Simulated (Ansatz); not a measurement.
# Li16H: the cost of one run

Program: Ansatz 0.2.0. Level of theory: DFT PBE, plane waves, PAW, scalar-relativistic, no spin polarisation. These are calculated values, not measurements.

## 1. Starting point

The cell holds 17 atoms (HLi16): a = 6.980 Å, b = 6.980 Å, c = 6.980 Å, α = 90.00°, β = 90.00°, γ = 90.00°.

Its coordinates follow in the input file.

## 2. End point A

Input file input.yaml:

```yaml
crystal:
  lattice:
    - [6.98, 0.0, 0.0]
    - [0.0, 6.98, 0.0]
    - [0.0, 0.0, 6.98]
  atoms:
    - { symbol: Li, position: [0.0, 0.0, 0.0] }
    - { symbol: Li, position: [0.5, 0.0, 0.0] }
    - { symbol: Li, position: [0.0, 0.5, 0.0] }
    - { symbol: Li, position: [0.0, 0.0, 0.5] }
    - { symbol: Li, position: [0.25, 0.25, 0.25] }
    - { symbol: Li, position: [0.5, 0.5, 0.0] }
    - { symbol: Li, position: [0.5, 0.0, 0.5] }
    - { symbol: Li, position: [0.75, 0.25, 0.25] }
    - { symbol: Li, position: [0.0, 0.5, 0.5] }
    - { symbol: Li, position: [0.25, 0.75, 0.25] }
    - { symbol: Li, position: [0.25, 0.25, 0.75] }
    - { symbol: Li, position: [0.5, 0.5, 0.5] }
    - { symbol: Li, position: [0.75, 0.75, 0.25] }
    - { symbol: Li, position: [0.75, 0.25, 0.75] }
    - { symbol: Li, position: [0.25, 0.75, 0.75] }
    - { symbol: Li, position: [0.75, 0.75, 0.75] }
    - { symbol: H, position: [0.2430889, 0.0042113, 0.3703941] }
basis:
  ecutwfc: 420.0
kpoints:
  mp_grid: { grid: [3, 3, 3] }
hamiltonian:
  xc: pbe
scf:
  occupations: { method: gaussian, width: 0.15 }
  lower_state_search: "off"
relax:
  f_tol: 0.03
  max_steps: 60
  adjacent_minimum: "off"
```

The run is started by

```sh
ansatz run input.yaml --threads 2 --pin off --max-ram 5120MiB --backend cpu --events-out ev --progress --plain --runs-dir out
```

What time and memory should one allow on 2 threads of Arm Neoverse N1, shared host?

About 68 s, with a peak of 0.52 GiB.
